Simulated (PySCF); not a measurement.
**Ways to converge the SCF of InBr**

Do solver options change the result for InBr, or only the number of cycles?

Computed with PySCF 2.14.0. Level: each script names its method and basis.

1 further run of the same task is left out (for a known fault of the program).

### 1 Where the work starts

InBr: 2 atoms, charge 0, spin multiplicity 1.

Bond lengths: In1–Br2 2.255 Å.

### 2 The run that the others are compared with

Contents of input.py:

```python
from pyscf import gto, scf, mp

mol = gto.M(
    atom='In 0 0 0; Br 0 0 2.255',
    basis='lanl2dz',
    ecp={'In': 'lanl2dz', 'Br': 'lanl2dz'},
    charge=0,
    spin=0,
    verbose=4,
)
mf = scf.RHF(mol)
mf.kernel()
mp.MP2(mf).kernel()
mf.dip_moment()
print('orbital energies (hartree):', mf.mo_energy[..., max(0, mol.nelec[1]-3):mol.nelec[0]+3].round(4))
```

On the command line:

```console
> OMP_NUM_THREADS=1 python input.py
```

Its log is not repeated here.

It gives: E(SCF) = -14.774234 Eh, 8 cycles, E(MP2) − E(SCF) = -0.04389 Eh, μ = 2.42 D (of the SCF density).

The bond length is a typed value, not an optimised one.

### 3 Initial guess sap

Edit 1 changes initial guess: minao → sap.

Contents of input.py:

```python
from pyscf import gto, scf, mp

mol = gto.M(
    atom='In 0 0 0; Br 0 0 2.255',
    basis='lanl2dz',
    ecp={'In': 'lanl2dz', 'Br': 'lanl2dz'},
    charge=0,
    spin=0,
    verbose=4,
)
mf = scf.RHF(mol)
mf.init_guess = 'sap'
mf.kernel()
mp.MP2(mf).kernel()
mf.dip_moment()
print('orbital energies (hartree):', mf.mo_energy[..., max(0, mol.nelec[1]-3):mol.nelec[0]+3].round(4))
```

On the command line:

```console
> OMP_NUM_THREADS=1 python input.py
```

### 4 DIIS space 12

Edit 2 changes DIIS space: default → 12.

input.py: that of step 2 with these lines changed.

```diff
@@ -11,2 +11,3 @@
 mf = scf.RHF(mol)
+mf.diis_space = 12
 mf.kernel()
```

### 5 DIIS space off

Edit 3 changes DIIS space: default → off.

input.py: that of step 2 with these lines changed.

```diff
@@ -11,2 +11,3 @@
 mf = scf.RHF(mol)
+mf.diis = False
 mf.kernel()
```

### 6 DIIS space 20

Edit 4 changes DIIS space: default → 20.

input.py: that of step 2 with these lines changed.

```diff
@@ -11,2 +11,3 @@
 mf = scf.RHF(mol)
+mf.diis_space = 20
 mf.kernel()
```

What does the calculation give? Wanted: for each run, E(SCF); from base; gap; SCF dipole; after the SCF.

**Answer**, as computed:

```
              run  E(SCF) (hartree)  from base (eV)  cycles  gap (eV)  SCF dipole (D)              after the SCF
             base        -14.774234               0       8      9.20            2.42  MP2 correlation -1.194 eV
initial guess sap        -14.774234          0.0000       9      9.20            2.42  MP2 correlation -1.194 eV
    DIIS space 12        -14.774234          0.0000       8      9.20            2.42  MP2 correlation -1.194 eV
   DIIS space off        -14.774234          0.0000      10      9.20            2.42  MP2 correlation -1.194 eV
    DIIS space 20        -14.774234          0.0000       8      9.20            2.42  MP2 correlation -1.194 eV
```

Distance from each run's final energy (log10 hartree) by cycle:

```csv
run,cycle 1,cycle 2,cycle 3,cycle 5,cycle 8,cycle 12
base,-1.3,-2.6,-3.8,-7.0,< -11,done
initial guess sap,0.2,0.3,-1.5,-4.3,-9.9,done
DIIS space 12,-1.3,-2.6,-3.8,-7.0,< -11,done
DIIS space off,-1.3,-2.6,-3.8,-6.0,-8.7,done
DIIS space 20,-1.3,-2.6,-3.8,-7.0,< -11,done
```

In words: With initial guess sap or DIIS space 12 or DIIS space off or DIIS space 20 the SCF ends at the base energy. With initial guess sap, DIIS space 12, DIIS space off, DIIS space 20 the path hardly changes: 8 to 10 cycles against 8. The cycles with DIIS space 12 or DIIS space 20 repeat those of the base digit for digit, so the setting never acted.
